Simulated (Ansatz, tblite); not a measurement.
# NaI with GFN1-xTB from a Python script

These are simulated results from tblite 0.8.0, not measurements. The cell began as a measured structure and was relaxed with r2SCAN in plane waves (Ansatz 0.2.0). All runs are without spin polarisation.

The symmetry is Fm-3m (No. 225, cubic); conventional cell a = 6.459 Å, 33.69 Å³ an atom. Na is surrounded by 6 I at 3.23 Å; I is surrounded by 6 Na at 3.23 Å.

tblite solves periodic systems at the zone centre alone, so the script builds a cluster of 2×2×2 conventional cells (64 atoms), which folds in a coarse mesh of k points.

The script, run.py:

```python
import json
from ase import Atoms
from ase.build import make_supercell
from ase.units import Bohr, GPa, Hartree
from tblite.interface import Calculator

atoms = Atoms(['Na', 'I'],
              cell=[[0.0, 3.229628, 3.229628], [3.229628, 0.0, 3.229628], [3.229628, 3.229628, 0.0]],
              scaled_positions=[[0.0, -0.0, -0.0], [0.5, 0.5, 0.5]],
              pbc=True)
cluster = make_supercell(atoms, [[-2, 2, 2], [2, -2, 2], [2, 2, -2]])
calc = Calculator('GFN1-xTB', cluster.numbers, cluster.positions / Bohr, lattice=cluster.cell[:] / Bohr, periodic=cluster.pbc)
calc.set('temperature', 0.02 / Hartree)
calc.set('max-iter', 150)
res = calc.singlepoint()
levels = res.get('orbital-energies') * Hartree
nv = round(res.get('orbital-occupations').sum() / 2)
cells = len(cluster) // len(atoms)
out = {'energy_per_cell': res.get('energy') * Hartree / cells, 'homo': levels[nv - 1], 'lumo': levels[nv],
       'stress': (-res.get('virial') * Hartree / cluster.get_volume() / GPa).tolist(), 'charges': res.get('charges')[:len(atoms)].tolist(), 'electrons': 2 * nv / cells}
json.dump(out, open('results.json', 'w'))
for key, value in out.items():
    print(key, value)
```

Command: `python run.py`. It took 3 s on 1 thread of Arm Neoverse V1, with other jobs on the host, peak memory 0.12 GiB.

The log:

```
------------------------------------------------------------
  cycle        total energy    energy error   density error
------------------------------------------------------------
      1     -138.6473203044  -1.3834039E+02   4.4822165E-01
      2     -139.5986751669  -9.5135486E-01   2.6753335E-01
      3     -139.6438192303  -4.5144063E-02   1.4760928E-01
      4     -139.9980300153  -3.5421078E-01   1.0555652E-02
      5     -140.0031772497  -5.1472344E-03   1.5074628E-03
      6     -140.0032266013  -4.9351609E-05   7.8124687E-04
      7     -140.0032558423  -2.9241023E-05   4.7417236E-05
      8     -140.0032559405  -9.8247028E-08   1.4911497E-06
------------------------------------------------------------

 total:                                   2.306 sec
energy_per_cell -119.05258256457847
homo -7.629602986305376
lumo -5.599301848888642
stress [[0.2574411986947548, 1.4852372694199954e-14, 1.0714834950411501e-14], [1.479749443904333e-14, 0.2574411986947328, -8.395556598899769e-15], [1.0685757889884482e-14, -8.396700487167325e-15, 0.25744119869472715]]
charges [0.30151585802652947, -0.30153531633200686]
electrons 8.0
```

The cycle table is in hartree for the whole cluster, and the lines after it are in eV (the energy for one cell). The printed stress is in GPa and positive in compression, and the pressure is its mean diagonal.

GFN1-xTB gives a gap of 2.03 eV. On the same cell, plane-wave PBE (Ansatz, 8×8×8 k points and the special points) gives a gap of 3.66 eV and r2SCAN a gap of 4.45 eV; on shared hosts these took about 3.1 and 7.1 core-seconds on the 2-atom cell, against 3 for the script. Spin-orbit coupling, left out in all these runs, can cut or reorder the gap by tenths of an eV, up to about 1 eV with Pb or Bi. xTB was fitted to molecules, so gaps, charges and pressures of solids can be far off, and the gap also depends on the size of the cluster.

The same script was run on cells scaled at fixed shape and fractional coordinates:

| volume (Å³/atom) | energy (meV/atom) | pressure (GPa, positive in compression) | gap (eV) |
| --- | --- | --- | --- |
| 29.64 | 50.2 | 4.11 | 2.47 |
| 31.67 | 13.0 | 1.89 | 2.23 |
| 33.69 | 0.0 | 0.26 | 2.03 |
| 35.71 | 4.8 | -0.95 | 1.85 |
| 37.73 | 22.7 | -1.85 | 1.70 |

A Birch-Murnaghan fit puts the minimum at 34.07 Å³/atom, 1.1 % above the given cell, with a bulk modulus of 22.3 GPa at fixed shape.

xTB was fitted mostly to molecules, and a small cluster samples few k points, so gaps, pressures and kinks along a curve can be far from a solid's.

No spin-orbit coupling is included; it can move band edges with weight on the heavy atoms by tenths of an eV.
